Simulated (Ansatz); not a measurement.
# CH₇GaSSi: one species, many methods

The task here is to estimate one member of a computed series from the others.

Method: functionals in def2-TZVPP, the program's frozen cores in correlated methods; program: Ansatz 0.2.0, Gaussian basis.

Levels to be run: LDA (SPW92), PBE-D4, revPBE-D4, BLYP-D4, r2SCAN-D4, B97M-V, PBE0-D4, B3LYP-D4, r2SCANh-D4, r2SCAN0-D4, HSE06-D4, BHLYP-D4, CAM-B3LYP-D4, LC-ωPBE, ωB97X-V, ωB97M-V, B2PLYP, PBE-QIDH; CCSD(T)/def2-SVP; CCSD(T)/def2-TZVPP; MP2/def2-QZVPP; extrapolation to the limit; RPA on PBE.

## The geometry

The geometry comes from an earlier relaxation with PBE0-D4 in a triple-zeta def2 set; it is a stationary point, not always the lowest conformer.

SMILES `C[SiH](S)[GaH2]`, 11 atoms, charge 0, spin multiplicity 1.

Atoms are counted from 1 here; the program's logs count them from 0.

Bond lengths: C1–Si2 1.869 Å, C1–H5 1.092 Å, C1–H6 1.093 Å, C1–H7 1.092 Å, Si2–S3 2.228 Å, Si2–Ga4 2.353 Å, Si2–H8 1.489 Å, S3–H9 1.344 Å, Ga4–H10 1.564 Å, Ga4–H11 1.570 Å. Angles: Si2–C1–H5 110.9°, Si2–C1–H6 109.7°, Si2–C1–H7 111.0°, H5–C1–H6 107.9°, H5–C1–H7 108.9°, H6–C1–H7 108.4°, C1–Si2–S3 110.5°, C1–Si2–Ga4 128.5°, C1–Si2–H8 110.7°, S3–Si2–Ga4 74.7°, S3–Si2–H8 101.6°, Ga4–Si2–H8 118.4°, Si2–S3–H9 94.4°, Si2–Ga4–H10 119.2°, Si2–Ga4–H11 117.2°, H10–Ga4–H11 122.9°.

Geometry (Å):

```xyz
11
charge 0, multiplicity 1
C    -0.81546    1.63421    0.10587
Si    0.36725    0.34017   -0.54248
S     1.58080   -0.51228    1.12067
Ga    0.05888   -1.98902   -0.67784
H    -1.52903    1.19354    0.80479
H    -1.38040    2.06546   -0.72505
H    -0.27604    2.43850    0.61064
H     1.41881    0.96661   -1.38949
H     0.53009   -0.66762    1.94457
H     1.05559   -2.84261   -1.52932
H    -1.01050   -2.62696    0.27766
```

The first run:

Contents of in.yaml:

```yaml
crystal:
  periodic: [false, false, false]
  atoms:
    - {symbol: C, position_ang: [-0.815458, 1.634208, 0.105870]}
    - {symbol: Si, position_ang: [0.367246, 0.340171, -0.542475]}
    - {symbol: S, position_ang: [1.580802, -0.512278, 1.120673]}
    - {symbol: Ga, position_ang: [0.058885, -1.989023, -0.677837]}
    - {symbol: H, position_ang: [-1.529034, 1.193536, 0.804788]}
    - {symbol: H, position_ang: [-1.380395, 2.065458, -0.725053]}
    - {symbol: H, position_ang: [-0.276038, 2.438501, 0.610638]}
    - {symbol: H, position_ang: [1.418805, 0.966605, -1.389492]}
    - {symbol: H, position_ang: [0.530091, -0.667617, 1.944566]}
    - {symbol: H, position_ang: [1.055590, -2.842610, -1.529322]}
    - {symbol: H, position_ang: [-1.010503, -2.626961, 0.277664]}
basis:
  gaussian: {orbitals: def2-TZVPP}
hamiltonian: {xc: lda}
output: {orbitals: {seedname: orbitals}}
```

On the command line:

```bash
> ansatz run in.yaml --threads 4 --pin off --events-out ev --progress --plain --max-ram 10444MiB
```

Steps of the session up to this table: LDA; PBE-D4 (GGA); revPBE-D4 (GGA); BLYP-D4 (GGA); r2SCAN-D4 (meta-GGA); B97M-V (meta-GGA); B3LYP-D4 (hybrid); r2SCANh-D4 (hybrid); r2SCAN0-D4 (hybrid); HSE06-D4 (hybrid); BHLYP-D4 (hybrid); CAM-B3LYP-D4 (range-separated); LC-ωPBE (range-separated); ωB97X-V (range-separated); ωB97M-V (range-separated); B2PLYP (double hybrid); PBE-QIDH (double hybrid).

One of the session's tables, all rows but one given; the rest of the session is left out.

It belongs to the step «Orbital energies across the functionals». 

| functional | HOMO (eV) | gap (eV) |
| --- | --- | --- |
| LDA (SPW92) | -5.82 | 3.92 |
| PBE-D4 | -5.70 | 4.05 |
| revPBE-D4 | ? | ? |
| BLYP-D4 | -5.56 | 4.01 |
| r2SCAN-D4 | -5.92 | 4.52 |
| B97M-V | -5.99 | 4.45 |
| PBE0-D4 | -6.71 | 5.81 |
| B3LYP-D4 | -6.52 | 5.41 |
| r2SCANh-D4 | -6.29 | 5.16 |
| r2SCAN0-D4 | -6.85 | 6.10 |
| HSE06-D4 | -6.32 | 5.06 |
| BHLYP-D4 | -7.61 | 7.49 |
| CAM-B3LYP-D4 | -7.91 | 7.94 |
| LC-ωPBE | -9.16 | 10.28 |
| ωB97X-V | -8.86 | 9.86 |
| ωB97M-V | -8.68 | 9.45 |

Q: Estimate the row for revPBE-D4 from the others.

**Answer.** HOMO (eV): -5.65; gap (eV): 4.10. In the column «HOMO (eV)» it lies between PBE-D4 (-5.70) and BLYP-D4 (-5.56).
